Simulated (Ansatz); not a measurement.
# Be7Te: the cost of one run

Program: Ansatz 0.2.0. Level of theory: DFT PBE, scalar-relativistic, plane waves, PAW, unless a step names another level. These are calculated values, not measurements.

1 further run of the same task is left out (it didn't finish).

**1. The starting structure**

Symmetry: P-3, No. 147, trigonal system. Conventional cell: a = 3.883 Å, b = 3.883 Å, c = 14.252 Å, α = 90.00°, β = 90.00°, γ = 120.00°. Be (site symmetry 1) is surrounded by 10 Be at 2.21 to 2.28 Å. Around Be (site symmetry 3) lie 3 Be at 2.28 Å and 3 Te at 2.44 Å. Be (site symmetry 1) has 12 Be at 2.21 to 2.24 Å as nearest neighbours. Te (site symmetry 3) is surrounded by 3 Be at 2.44 Å.

As a file:

```cif
data_structure
_symmetry_space_group_name_H-M 'P 1'
_symmetry_Int_Tables_number 1
_cell_length_a 3.8826
_cell_length_b 3.8826
_cell_length_c 14.2516
_cell_angle_alpha 90.000
_cell_angle_beta 90.000
_cell_angle_gamma 120.000
_cell_volume 186.05
loop_
_atom_site_label
_atom_site_type_symbol
_atom_site_fract_x
_atom_site_fract_y
_atom_site_fract_z
_atom_site_occupancy
Be1 Be 0.00449 0.33900 0.19006 1
Be2 Be 0.33333 0.66667 0.32296 1
Be3 Be 0.66100 0.66550 0.19006 1
Be4 Be 0.33450 0.99551 0.19006 1
Be5 Be 0.66550 0.00449 0.80994 1
Be6 Be 0.66667 0.33333 0.67704 1
Be7 Be 0.99551 0.66100 0.80994 1
Be8 Be 0.33900 0.33450 0.80994 1
Be9 Be 0.33374 0.00049 0.93711 1
Be10 Be 0.00049 0.66674 0.06289 1
Be11 Be 0.33326 0.33374 0.06289 1
Be12 Be 0.99951 0.33326 0.93711 1
Be13 Be 0.66626 0.99951 0.06289 1
Be14 Be 0.66674 0.66626 0.93711 1
Te1 Te 0.00000 0.00000 0.60986 1
Te2 Te 0.00000 0.00000 0.39014 1
```

It came out lowest among 23 distinct ends of the trial cells. At a tolerance of 0.05 Å it has space group P-3 (No. 147).

**2. Relaxing to 0.001 eV/Å, on the response runs' mesh and smearing**

input.yaml reads:

```yaml
crystal:
  lattice:
    - [3.8825725854, 0.0, 0.0]
    - [-1.9412862927, 3.362406491, 0.0]
    - [0.0, 0.0, 14.2515531459]
  atoms:
    - { symbol: Be, position: [0.0044939351, 0.3389974541, 0.1900591841] }
    - { symbol: Be, position: [0.3333333333, 0.6666666667, 0.3229574268] }
    - { symbol: Be, position: [0.6610025459, 0.665496481, 0.1900591841] }
    - { symbol: Be, position: [0.334503519, 0.9955060649, 0.1900591841] }
    - { symbol: Be, position: [0.665496481, 0.0044939351, 0.8099408159] }
    - { symbol: Be, position: [0.6666666667, 0.3333333333, 0.6770425732] }
    - { symbol: Be, position: [0.9955060649, 0.6610025459, 0.8099408159] }
    - { symbol: Be, position: [0.3389974541, 0.334503519, 0.8099408159] }
    - { symbol: Be, position: [0.3337439895, 0.0004861535, 0.9371123852] }
    - { symbol: Be, position: [0.0004861535, 0.6667421639, 0.0628876148] }
    - { symbol: Be, position: [0.3332578361, 0.3337439895, 0.0628876148] }
    - { symbol: Be, position: [0.9995138465, 0.3332578361, 0.9371123852] }
    - { symbol: Be, position: [0.6662560105, 0.9995138465, 0.0628876148] }
    - { symbol: Be, position: [0.6667421639, 0.6662560105, 0.9371123852] }
    - { symbol: Te, position: [0.0, 0.0, 0.6098550041] }
    - { symbol: Te, position: [0.0, 0.0, 0.3901449959] }
basis:
  ecutwfc: 420
kpoints:
  mp_grid: { grid: [12, 12, 4] }
hamiltonian:
  xc: pbe
scf:
  occupations: { method: gaussian, width: 0.1 }
output:
  forces: true
  stress: true
  eigenvalues: true
  write_density: true
  write_potential: true
  elf: true
  volumetric_format: npy
relax:
  adjacent_minimum: "off"
  f_tol: 0.001
  max_steps: 60
  cell: { stress_tol: 0.01 }
```

Command:

```bash
ansatz run input.yaml --threads 3 --pin off --max-ram 7680MiB --backend cpu --events-out ev --progress --plain --runs-dir out
```

What time and memory should one allow on 3 threads of Intel Xeon at 2.70GHz, shared host?

About 1.9 min, with a peak of 1 GiB.
